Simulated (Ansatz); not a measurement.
# CH3InO: ionisation energy by level of theory

How much energy removes an electron from CH3InO at fixed geometry? The cation is run at each level and the neutral's energy taken from earlier runs.

Computed with Ansatz 0.2.0, Gaussian basis. Level: unrestricted cation, the program's frozen cores in correlated methods.

Levels to be run: UKS PBE-D4/def2-TZVPP; UKS r2SCAN-D4/def2-TZVPP; UKS PBE0-D4/def2-TZVPP; UKS B3LYP-D4/def2-TZVPP; UKS wB97X-V/def2-TZVPP; UKS wB97M-V/def2-TZVPP; UKS B2PLYP/def2-TZVPP; UHF-CCSD(T)/def2-TZVPP; UHF-MP2/def2-QZVPP; extrapolation to the limit; then −ε(HOMO) from the neutral's earlier runs with LDA (SPW92), PBE-D4, revPBE-D4, BLYP-D4, r2SCAN-D4, B97M-V, PBE0-D4, B3LYP-D4, r2SCANh-D4, r2SCAN0-D4, HSE06-D4, BHLYP-D4, CAM-B3LYP-D4, LC-ωPBE, ωB97X-V, ωB97M-V.

## 1. Structure used throughout

The geometry comes from an earlier relaxation with PBE0-D4 in a triple-zeta def2 set; it is a stationary point. In takes the def2 core potential; no spin-orbit term is included.

6 atoms, charge 0, spin multiplicity 1.

Atoms are counted from 1 here; the program's logs count them from 0.

Bond lengths: O1–C2 1.205 Å, C2–In3 2.215 Å, C2–H4 1.118 Å, In3–H5 1.724 Å, In3–H6 1.724 Å. Angles: O1–C2–In3 115.5°, O1–C2–H4 118.8°, In3–C2–H4 125.6°, C2–In3–H5 118.8°, C2–In3–H6 118.8°, H5–In3–H6 121.9°.

## 2. Cation, UKS PBE-D4/def2-TZVPP

File in.yaml:

```yaml
crystal:
  periodic: [false, false, false]
  atoms:
    - {symbol: O, position_ang: [-1.097135, -1.592568, 0.489660]}
    - {symbol: C, position_ang: [-0.088079, -1.197468, -0.037351]}
    - {symbol: In, position_ang: [0.190752, 0.999428, -0.038729]}
    - {symbol: H, position_ang: [0.618281, -1.944198, -0.477165]}
    - {symbol: H, position_ang: [-0.513566, 1.926303, -1.310262]}
    - {symbol: H, position_ang: [0.931848, 1.744503, 1.327849]}
basis:
  gaussian: {orbitals: def2-TZVPP}
total_charge: 1
magnetization: {spin_polarized: true, initial_magnetization: 1}
hamiltonian: {xc: pbe, dispersion: d4}
```

Started as:

```bash
ansatz run in.yaml --threads 2 --pin off --events-out ev --progress --plain --max-ram 4352MiB
```

After this run come: Cation, UKS r2SCAN-D4/def2-TZVPP; Cation, UKS PBE0-D4/def2-TZVPP; Cation, UKS B3LYP-D4/def2-TZVPP; Cation, UKS wB97X-V/def2-TZVPP; Cation, UKS wB97M-V/def2-TZVPP; Cation, UKS B2PLYP (frozen core)/def2-TZVPP; Cation, UHF-CCSD(T)/def2-TZVPP; Cation, UHF-MP2/def2-QZVPP.

Before running them: what should the planned runs give, taken together? Wanted: ionisation energy, CCSD(T)/CBS; nearest functional by difference; nearest −ε(HOMO); −ε(HOMO) of PBE; T1 of the cation.

As calculated:

| quantity | value |
| --- | --- |
| ionisation energy, CCSD(T)/CBS | 8.77 eV |
| nearest functional by difference | B3LYP-D4 (-0.13 eV) |
| nearest −ε(HOMO) | ωB97X-V (-0.14 eV) |
| −ε(HOMO) of PBE | 5.14 eV |
| T1 of the cation | 0.037 |

By cation minus neutral, the functionals miss by 0.34 eV at most. The PBE orbital energy is 3.6 eV too small: a semilocal HOMO is no ionisation energy. Among orbital estimates ωB97X-V comes nearest. Hartree-Fock falls 1.08 eV short, as the neutral has more correlation energy than the cation. The cation's T1 (from the report) is 0.037, near the customary mark of 0.045 for open shells, so the coupled-cluster value is less safe. The cation may have settled in a state other than its lowest; no search over hole states beyond the program's own was made. Correlated methods include outer-core shells of In, which these sets cover unevenly. With outer-core shells in play the reference is unsure by up to some tenths of an eV, so close misses can't be ranked.
